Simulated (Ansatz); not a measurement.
**Al3In5N8: gaps at several levels of theory**

The task here is to estimate one member of a computed series from the others.

Program: Ansatz 0.2.0. Level of theory: DFT PBEsol, scalar-relativistic, plane waves, PAW. These are calculated values, not measurements.

That is the level of the relaxation; later steps name their own.

### The structure to begin with

Symmetry: Cm, No. 8, monoclinic system. Conventional cell: a = 11.684 Å, b = 6.746 Å, c = 5.435 Å, α = 90.00°, β = 90.00°, γ = 90.00°. Around Al (site symmetry 1) lie 4 N at 2.04 to 2.06 Å. Around In (site symmetry m) lie 4 N at 2.04 to 2.06 Å. Al (site symmetry m) is surrounded by 4 N at 2.04 to 2.06 Å. In (site symmetry 1) is surrounded by 4 N at 2.04 to 2.06 Å. N (site symmetry 1) is surrounded by 2 Al at 2.04 to 2.06 Å and 2 In at 2.06 Å. N (site symmetry m) is surrounded by 4 In at 2.04 to 2.06 Å. Only part of the 12 independent sites is listed.

Structure file:

```xyz
16
Lattice="0.0000 0.0000 -5.4348 -6.7455 0.0000 0.0000 3.3728 5.8418 0.0000" Properties=species:S:1:pos:R:3 pbc="T T T"
Al   -3.3728    1.9473    0.0000
Al    0.0000    1.9473    0.0000
In   -1.6864    4.8682    0.0000
In    1.6864    4.8682    0.0000
Al   -1.6864    0.9736   -2.7174
In   -5.0591    0.9736   -2.7174
In    0.0000    3.8945   -2.7174
In   -3.3728    3.8945   -2.7174
N    -3.3728    1.9473   -3.3967
N     0.0000    1.9473   -3.3967
N    -1.6864    4.8682   -3.3967
N     1.6864    4.8682   -3.3967
N    -1.6864    0.9736   -0.6793
N    -5.0591    0.9736   -0.6793
N     0.0000    3.8945   -0.6793
N    -3.3728    3.8945   -0.6793
```

Set-up of the first run:

(A quick probe on a coarse mesh, which set the mesh and smearing, is not shown.)

Contents of input.yaml:

```yaml
crystal:
  lattice:
    - [0.0, 0.0, -5.43479492]
    - [-6.74552273, 0.0, 0.0]
    - [3.37276137, 5.84179405, 0.0]
  atoms:
    - { symbol: Al, position: [0.0, 0.66666667, 0.33333333] }
    - { symbol: Al, position: [0.0, 0.16666667, 0.33333333] }
    - { symbol: In, position: [0.0, 0.66666667, 0.83333333] }
    - { symbol: In, position: [0.0, 0.16666667, 0.83333333] }
    - { symbol: Al, position: [0.5, 0.33333333, 0.16666667] }
    - { symbol: In, position: [0.5, 0.83333333, 0.16666667] }
    - { symbol: In, position: [0.5, 0.33333333, 0.66666667] }
    - { symbol: In, position: [0.5, 0.83333333, 0.66666667] }
    - { symbol: "N", position: [0.625, 0.66666667, 0.33333333] }
    - { symbol: "N", position: [0.625, 0.16666667, 0.33333333] }
    - { symbol: "N", position: [0.625, 0.66666667, 0.83333333] }
    - { symbol: "N", position: [0.625, 0.16666667, 0.83333333] }
    - { symbol: "N", position: [0.125, 0.33333333, 0.16666667] }
    - { symbol: "N", position: [0.125, 0.83333333, 0.16666667] }
    - { symbol: "N", position: [0.125, 0.33333333, 0.66666667] }
    - { symbol: "N", position: [0.125, 0.83333333, 0.66666667] }
basis:
  ecutwfc: 420
kpoints:
  mp_grid: { grid: [4, 3, 3] }
hamiltonian:
  xc: pbesol
scf:
  occupations: { method: gaussian, width: 0.1 }
output:
  forces: true
  stress: true
  eigenvalues: true
relax:
  adjacent_minimum: "off"
  f_tol: 0.05
  max_steps: 80
  cell: { stress_tol: 0.5 }
```

Started as:

```console
ansatz run input.yaml --threads 4 --pin off --max-ram 10240MiB --backend cpu --events-out ev --progress --plain --runs-dir out
```

Among the steps run: Rough relaxation on the coarse mesh; Relaxing cell and atoms; Band edges over the whole zone; The run at PBEsol; Levels with PBEsol on the hybrid's mesh; Levels with HSE06; The run at PBEsol, spin-orbit coupling; The run at r2SCAN.

One of the session's tables, all rows but one given; the rest of the session is left out.

| level | gap (eV) | least direct gap (eV) |
| --- | --- | --- |
| PBEsol | 0.78 | 0.78 |
| PBEsol on the hybrid's mesh | ? | ? |
| HSE06 | 1.90 | 1.90 |
| PBEsol, spin-orbit coupling | 0.78 | 0.78 |
| r2SCAN | 1.18 | 1.18 |

**Question.** Estimate the row for PBEsol on the hybrid's mesh.

As computed: gap (eV): 0.76; least direct gap (eV): 0.76. In the column «gap (eV)» it is the lowest.

Gaps are by band count over the mesh and the named points; a gap of 0 means that the bands overlap or touch.
